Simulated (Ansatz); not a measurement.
# A workflow on AlH3S (SMILES [AlH2][SH])

We compute a series of 32 runs (HF/pcseg-0, UHF/pcseg-0, HF/pcseg-1, UHF/pcseg-1, HF/pcseg-2, UHF/pcseg-2, HF/pcseg-3, UHF/pcseg-3, and more) of AlH3S and its partners. 

Program for the calculation: Ansatz 0.2.0.

## Step 1: The system as given

AlH3S: 5 atoms, total charge 0, spin state singlet. As SMILES, `[AlH2][SH]`. Geometry: relaxed at PBE0-D4/def2-TZVP.

Bond lengths: Al1–S2 2.181 Å, Al1–H3 1.579 Å, Al1–H4 1.581 Å, S2–H5 1.344 Å. Angles: Al1–S2–H5 93.7°, S2–Al1–H3 116.5°, S2–Al1–H4 118.9°, H3–Al1–H4 124.6°.

## Step 2: The energy at HF/pcseg-0 (run 1)

Input file molecule.yaml:

```yaml
basis:
  gaussian: {orbitals: pcseg-0.json}
crystal:
  periodic: [false, false, false]
  atoms:
    - {symbol: Al, position_ang: [-0.616100, -0.064200, -0.181700]}
    - {symbol: S, position_ang: [1.129100, -0.343100, 1.096600]}
    - {symbol: H, position_ang: [-1.981700, -0.650100, 0.351100]}
    - {symbol: H, position_ang: [-0.441100, 0.696000, -1.556400]}
    - {symbol: H, position_ang: [1.959700, 0.287800, 0.249000]}
hamiltonian: {xc: hf}
```

The basis set pcseg-0 is read from a file made from the Basis Set Exchange's data (not shown).

Started as:

```
$ ansatz run molecule.yaml --threads 1 --pin off --max-ram 3480MiB --events-out events.jsonl --progress --plain --runs-dir runs
```

What it wrote:

```text
Warning: RAYON_NUM_THREADS=1 ignored (pool sized by the plan → 1); use --threads N
Functional definition: HF
  name "HF"
  exchange = exact_x
  correlation = 0
370 factors; integrals over basis functions are off by at most 5.9e-4 eV
mean field evaluation 1: about -17424.7358 eV, gradient 1.3e1 eV
mean field evaluation 2: about -17424.7348 eV, gradient 1.3e1 eV
mean field evaluation 4: about -17425.4575 eV, gradient 9.4e-1 eV
mean field evaluation 8: about -17425.4620 eV, gradient 2.3e-4 eV
mean field -17425.46198034 eV, -640.3739163750 hartree, gradient 1.9e-5 eV, S^2 0.000000; 0 other end points of the search recorded, 0 dependent functions left out
reference -17425.46198034 eV, -640.3739163750 hartree; 16, 16 occupied and 16, 16 virtual orbitals, 370 factors
Total energy: -17425.46198034 eV, -640.3739163750 hartree
```

Wall time 0.08 s (1 thread of Intel Xeon 6975P-C (Granite Rapids), shared host).

## Step 3: The Al atom: the energy at UHF/pcseg-0 (run 2)

Input file in.yaml:

```yaml
crystal:
  periodic: [false, false, false]
  atoms:
    - {symbol: Al, position_ang: [0.000000, 0.000000, 0.000000]}
basis:
  gaussian:
    orbitals: pcseg-0.json
magnetization:
  spin_polarized: true
  initial_magnetization: 1
hamiltonian:
  xc: hf
```

The basis set pcseg-0 is read from a file made from the Basis Set Exchange's data (not shown).

Started as:

```
$ ansatz run in.yaml --threads 1 --pin off --max-ram 3480MiB --events-out events.jsonl --progress --plain --runs-dir runs
```

What it wrote:

```text
Warning: RAYON_NUM_THREADS=1 ignored (pool sized by the plan → 1); use --threads N
[... 4 set-up lines as earlier in the session ...]
61 factors; integrals over basis functions are off by at most 9.8e-5 eV
mean field evaluation 1: about -6573.5349 eV, gradient 1.9e0 eV
mean field evaluation 2: about -6573.5351 eV, gradient 1.9e0 eV
mean field evaluation 4: about -6573.5918 eV, gradient 1.2e-1 eV
mean field evaluation 8: about -6573.5917 eV, gradient 5.4e-6 eV
mean field evaluation 16: about -6571.1064 eV, gradient 6.7e0 eV
mean field evaluation 32: about -6573.5914 eV, gradient 1.3e-1 eV
mean field -6573.59174867 eV, -241.5750410233 hartree, gradient 7.1e-6 eV, S^2 0.750109; 1 other end points of the search recorded, 0 dependent functions left out
reference -6573.59174867 eV, -241.5750410233 hartree; 7, 6 occupied and 6, 7 virtual orbitals, 61 factors
Total energy: -6573.59174867 eV, -241.5750410233 hartree
```

Wall time 0.04 s (1 thread of Intel Xeon 6975P-C (Granite Rapids), shared host).

Runs 3 to 26 aren't shown in full; the table further down has their settings and results.

## Step 4: A single-point energy at CCSD(T)/pcseg-0 (run 27)

Input file input.yaml:

```yaml
crystal:
  periodic: [false, false, false]
  atoms:
    - {symbol: Al, position_ang: [-0.616100, -0.064200, -0.181700]}
    - {symbol: S, position_ang: [1.129100, -0.343100, 1.096600]}
    - {symbol: H, position_ang: [-1.981700, -0.650100, 0.351100]}
    - {symbol: H, position_ang: [-0.441100, 0.696000, -1.556400]}
    - {symbol: H, position_ang: [1.959700, 0.287800, 0.249000]}
basis:
  gaussian:
    orbitals: pcseg-0.json
correlation:
  method: ccsd_t
  frozen_orbitals: {Al: 5, H: 0, S: 5}
scf:
  omitted_lower_state_checks: [cluster_reference, increment]
magnetization:
  spin_polarized: false
  initial_magnetization: 0
output: {orbitals: {seedname: orbitals}}
```

The basis set pcseg-0 is read from a file made from the Basis Set Exchange's data (not shown).

Started as:

```
$ ansatz run input.yaml --threads 1 --pin off --max-ram 3480MiB --events-out events.jsonl --progress --plain --runs-dir runs
```

What it wrote, cut to the lines that bear on the results:

```text
Warning: RAYON_NUM_THREADS=1 ignored (pool sized by the plan → 1); use --threads N
[... 2 set-up lines as earlier in the session ...]
[...]
370 factors; integrals over basis functions are off by at most 5.9e-4 eV
[...]
mean field -17425.46198034 eV, -640.3739163750 hartree, gradient 1.2e-6 eV, S^2 0.000000; 0 other end points of the search recorded, 0 dependent functions left out
10 core orbitals not correlated: weight in the atoms' cores, before any rotation towards them, 1.000 or more for the frozen orbitals, at most 0.000 for the correlated occupied ones
reference -17425.46198034 eV, -640.3739163750 hartree; 6, 6 occupied and 16, 16 virtual orbitals, 370 factors
second order -2.52763837 eV of doubles, -0.00000000 eV of singles
cycle   1  -2.93820618 eV  change   -4.1e-1 eV  update   6.5e-2
[...]
cycle   9  -3.15748080 eV  change   -2.8e-6 eV  update   4.8e-6
perturbative correction -0.05989740 eV, -0.0022011890 hartree
Total energy: -17428.67935854 eV, -640.4921528432 hartree
Checks for a lower state left out: cluster_reference, increment
```

Run time: 0.12 s. Hardware: 1 thread of Intel Xeon 6975P-C (Granite Rapids), shared host.

Runs 28 to 31 aren't shown in full; the table further down has their settings and results.

## Step 5: The doublet cation: the energy at UCCSD(T)/pcseg-2 (run 32)

Input file run.yaml:

```yaml
crystal:
  periodic: [false, false, false]
  atoms:
    - {symbol: Al, position_ang: [-0.616100, -0.064200, -0.181700]}
    - {symbol: S, position_ang: [1.129100, -0.343100, 1.096600]}
    - {symbol: H, position_ang: [-1.981700, -0.650100, 0.351100]}
    - {symbol: H, position_ang: [-0.441100, 0.696000, -1.556400]}
    - {symbol: H, position_ang: [1.959700, 0.287800, 0.249000]}
basis:
  gaussian: {orbitals: pcseg-2}
magnetization: {spin_polarized: true, initial_magnetization: 1}
scf: {omitted_lower_state_checks: [cluster_reference, increment]}
correlation: {method: ccsd_t, frozen_orbitals: {Al: 5, H: 0, S: 5}}
total_charge: 1
```

Started as:

```
$ ansatz run run.yaml --threads 1 --pin off --max-ram 3480MiB --events-out events.jsonl --progress --plain --runs-dir runs
```

What it wrote:

```text
Warning: RAYON_NUM_THREADS=1 ignored (pool sized by the plan → 1); use --threads N
[... 16 lines left out ...]
10 core orbitals not correlated: weight in the atoms' cores, before any rotation towards them, 1.000 or more for the frozen orbitals, at most 0.000 for the correlated occupied ones
[... 12 lines left out ...]
Total energy: -17447.11199068 eV, -641.1695395802 hartree
Checks for a lower state left out: cluster_reference, increment
```

It took 14 s on 1 thread of Intel Xeon 6975P-C (Granite Rapids), shared host; peak memory 0.78 GiB.

## Step 6: Overview of the runs

| run | level | task | walk f tol | partner | energy (Eh) | wall time |
| --- | --- | --- | --- | --- | --- | --- |
| 1 | HF/pcseg-0 | energy | – | base | -640.373916 | 0.08 s |
| 2 | UHF/pcseg-0 | energy | – | atoms | -241.575041 | 0.04 s |
| 3 | UHF/pcseg-0 | energy | – | atoms | -0.496354 | 0.04 s |
| 4 | UHF/pcseg-0 | energy | – | atoms | -397.008500 | 0.04 s |
| 5 | HF/pcseg-1 | energy | – | base | -641.174542 | 0.16 s |
| 6 | UHF/pcseg-1 | energy | – | atoms | -241.846571 | 0.08 s |
| 7 | UHF/pcseg-1 | energy | – | atoms | -0.498590 | 0.04 s |
| 8 | UHF/pcseg-1 | energy | – | atoms | -397.463630 | 0.06 s |
| 9 | HF/pcseg-2 | energy | – | base | -641.243762 | 0.4 s |
| 10 | UHF/pcseg-2 | energy | – | atoms | -241.869325 | 0.14 s |
| 11 | UHF/pcseg-2 | energy | – | atoms | -0.499878 | 0.04 s |
| 12 | UHF/pcseg-2 | energy | – | atoms | -397.501760 | 0.1 s |
| 13 | HF/pcseg-3 | energy | – | base | -641.255321 | 1.5 s |
| 14 | UHF/pcseg-3 | energy | – | atoms | -241.873904 | 0.42 s |
| 15 | UHF/pcseg-3 | energy | – | atoms | -0.499985 | 0.04 s |
| 16 | UHF/pcseg-3 | energy | – | atoms | -397.507190 | 0.24 s |
| 17 | HF/pcseg-4 | energy | – | base | -641.256663 | 5.4 s |
| 18 | UHF/pcseg-4 | energy | – | atoms | -241.874524 | 1.2 s |
| 19 | UHF/pcseg-4 | energy | – | atoms | -0.499999 | 0.06 s |
| 20 | UHF/pcseg-4 | energy | – | atoms | -397.507857 | 0.62 s |
| 21 | CAM-B3LYP/def2-TZVP (xc omega 0.05) | optimise | 0.002 | base | -642.615092 | 6.9 s |
| 22 | CAM-B3LYP/def2-TZVP (xc omega 0.05) | frequencies | – | base | -642.615092 | 15 s |
| 23 | CAM-B3LYP/def2-TZVP (xc omega 0.1) | optimise | 0.002 | base | -642.570410 | 6.9 s |
| 24 | CAM-B3LYP/def2-TZVP (xc omega 0.1) | frequencies | – | base | -642.570410 | 15 s |
| 25 | CAM-B3LYP/def2-TZVP (xc omega 0.15) | optimise | 0.002 | base | -642.539631 | 6.3 s |
| 26 | CAM-B3LYP/def2-TZVP (xc omega 0.15) | frequencies | – | base | -642.539631 | 23 s |
| 27 | CCSD(T)/pcseg-0 | energy | – | base | -640.492153 | 0.12 s |
| 28 | UCCSD(T)/pcseg-0 | energy | – | cation | -640.127719 | 0.32 s |
| 29 | CCSD(T)/pcseg-1 | energy | – | base | -641.401863 | 0.32 s |
| 30 | UCCSD(T)/pcseg-1 | energy | – | cation | -641.038586 | 2 s |
| 31 | CCSD(T)/pcseg-2 | energy | – | base | -641.538930 | 2.5 s |
| 32 | UCCSD(T)/pcseg-2 | energy | – | cation | -641.169540 | 14 s |

Convergence of the total energy of singlet AlH3S with the basis set, against the last point:

```csv
basis set,from the last (mEh),wall time
pcseg-0,+882.747,0.08 s
pcseg-1,+82.121,0.16 s
pcseg-2,+12.901,0.4 s
pcseg-3,+1.342,1.5 s
pcseg-4,+0.000,5.4 s
```

Convergence of the electronic atomisation energy of singlet AlH3S with the basis set, against the last point:

```
basis set  from the last (eV)  wall time
  pcseg-0             -1.9857      0.2 s
  pcseg-1             -0.1556     0.34 s
  pcseg-2             -0.0339     0.68 s
  pcseg-3             -0.0004      2.2 s
  pcseg-4             +0.0000      7.3 s
```

## Step 7: Summary of results

| quantity | value |
| --- | --- |
| doublet cation, run 32: total energy | -641.16954 Eh |
| doublet cation, run 32: correlation energy (10 core orbitals frozen) | -258.9 mEh |
| doublet cation, run 32: (T) correction | -7.21 mEh |
| doublet cation, run 32: ⟨S²⟩ of the reference determinant | 0.762 |
| doublet cation, run 32: T1 diagnostic | 0.010 |
| electronic atomisation energy, HF/pcseg-0 | 8.199 eV |
| electronic atomisation energy, HF/pcseg-1 | 10.029 eV |
| electronic atomisation energy, HF/pcseg-2 | 10.151 eV |
| electronic atomisation energy, HF/pcseg-3 | 10.184 eV |
| electronic atomisation energy, HF/pcseg-4 | 10.185 eV |
| vertical ionisation energy (to the doublet cation), CCSD(T)/pcseg-0 | 9.917 eV |
| vertical ionisation energy (to the doublet cation), CCSD(T)/pcseg-1 | 9.885 eV |
| vertical ionisation energy (to the doublet cation), CCSD(T)/pcseg-2 | 10.052 eV |

In words: For the total energy of singlet AlH3S to stay within 10 mEh of the last point, pcseg-3 is the first point of the series from which all later ones do (1.5 s against 5.4 s). For the total energy of singlet AlH3S to stay within 2 mEh of the last point, pcseg-3 is the first point of the series from which all later ones do (1.5 s against 5.4 s). For the electronic atomisation energy of singlet AlH3S to stay within 0.1 eV of the last point, pcseg-2 is the first point of the series from which all later ones do (0.68 s against 7.3 s). For the electronic atomisation energy of singlet AlH3S to stay within 0.02 eV of the last point, pcseg-3 is the first point of the series from which all later ones do (2.2 s against 7.3 s). All runs together took 1.7 min, the longest 23 s.
